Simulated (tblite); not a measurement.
# C11H10 (benzocycloheptatriene): the cost of one run

The runs use tblite 0.8.0 and PySCF 2.14.0, with density-fitted response routines of our own; the level of theory stands in each step. All values are computed, except where a source is named. Atoms count from 0, in the outputs and in this text.

### Step 1. The molecule as given

21 atoms, charge 0, multiplicity 1; geometry from: force field or distance geometry start.

Bonds of the start (Å): C0–C1 1.32, C1–C2 1.50, C2–C3 1.49, C3–C4 1.41, C4–C5 1.38, C5–C6 1.39, C6–C7 1.38, C7–C8 1.38, C8–C9 1.47, C9–C10 1.34, C10–C0 1.47, C8–C3 1.37, C0–H11 1.09, C1–H12 1.11, C2–H13 1.10, C2–H14 1.13, C4–H15 1.08, C5–H16 1.10, C6–H17 1.09, C7–H18 1.08, C9–H19 1.09, C10–H20 1.09.

### Step 2. Optimising the geometry with GFN2-xTB

What the job is given:

```
{"job": {"kind": "relax", "xc": "GFN2-xTB", "basis": "xTB"}, "charge": 0, "multiplicity": 1}
C     -2.487900     0.834300     0.319400
C     -2.304700    -0.465300     0.221200
C     -1.212000    -1.281400    -0.391600
C      0.139800    -0.692100    -0.162500
C      1.085900    -1.690900     0.139200
C      2.395100    -1.332300     0.378500
C      2.826400    -0.007800     0.355700
C      1.899100     0.971000     0.081900
C      0.588600     0.604800    -0.169600
C     -0.274000     1.764500    -0.446600
C     -1.595900     1.863100    -0.242100
H     -3.384500     1.174400     0.841800
H     -3.071900    -1.099600     0.711700
H     -1.256500    -2.352800    -0.139800
H     -1.397300    -1.139800    -1.501500
H      0.764000    -2.723100     0.163800
H      3.130600    -2.121900     0.607300
H      3.865900     0.254400     0.558300
H      2.120000     2.023700     0.042500
H      0.238600     2.631500    -0.868200
H     -2.078200     2.802300    -0.499900
```

The run is started by

```sh
$ OMP_NUM_THREADS=2 python probes_run.py task.json out
```

This one command runs all jobs of the session in turn.

**Question.** How long does this first job take on 2 threads of Intel Xeon at 2.50GHz, shared host, and how much memory does it need?

About 1.5 s, with a peak of 0.18 GiB.
